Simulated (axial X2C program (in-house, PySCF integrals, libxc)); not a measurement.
# SeNC⁺: bond lengths and stretches, held linear

The task here is to estimate one member of a computed series from the others.

Program: an in-house X2C program for linear molecules on PySCF integrals. Level of theory: all-electron X2C, two-component (2c) or spin-free, Se dyall-v3z, N dyall-av3z, C dyall-v3z. These are calculated values, not measurements.

All values are calculated.

2 further runs of the same task are left out: 2 set aside as unsound or not needed.

Set-up of the first run:

File task.json:

```json
{"zs": [34, 7, 6], "q": 1, "bas": ["dyall-v3z", "dyall-av3z", "dyall-v3z"], "r0": [1.82, 1.17], "symm": 0, "scan": ["PBE0", "HF", "r2SCAN"], "levels": ["PBE0", "HF", "r2SCAN"], "nst": 2}
```

Keys: zs atomic numbers; q charge; bas basis sets; r0 starting distance in Å; symm equal bonds; scan levels of the two-bond scan (MP2 follows by itself at each HF point); levels methods; nst determinants followed.

Run with:

```sh
python solin.py task.json out
```

Masses Se 79.917, N 14.003, C 12.000 u.

Among the steps run: Scan at PBE0, 2c; Scan at HF, 2c; Scan at r2SCAN, 2c.

One of the session's tables, all rows but one given; the rest of the session is left out.

```
            level  r(Se–N) (Å)  r(N–C) (Å)  lower stretch (cm⁻¹)  upper stretch (cm⁻¹)
         PBE0, 2c        1.703       1.209                 668.7                1919.3
           HF, 2c        1.690       1.181                 719.7                2093.5
       r2SCAN, 2c        1.708       1.216                 647.6                1859.4
          MP2, 2c        1.721       1.213                 650.6                1937.2
  PBE0, spin-free        1.702       1.209                 669.7                1919.7
    HF, spin-free        1.690       1.181                 720.4                2093.6
r2SCAN, spin-free            ?           ?                     ?                     ?
   MP2, spin-free        1.721       1.213                 651.3                1937.3
```

Q: Estimate the row for r2SCAN, spin-free from the others.

The run gave: r(Se–N) (Å): 1.708; r(N–C) (Å): 1.216; lower stretch (cm⁻¹): 648.6; upper stretch (cm⁻¹): 1860.0.

Scans not shown above were run alike.

MP2 freezes inner shells (threshold -2 hartree). The molecule was held linear; bending was not examined, so a bent shape may lie lower. Open-shell Ω = 0 determinants with evenly filled partner blocks cannot be reached by this program, so the Ω shown need not be the lowest component. Note: several unpaired electrons, one determinant need not be a pure state.
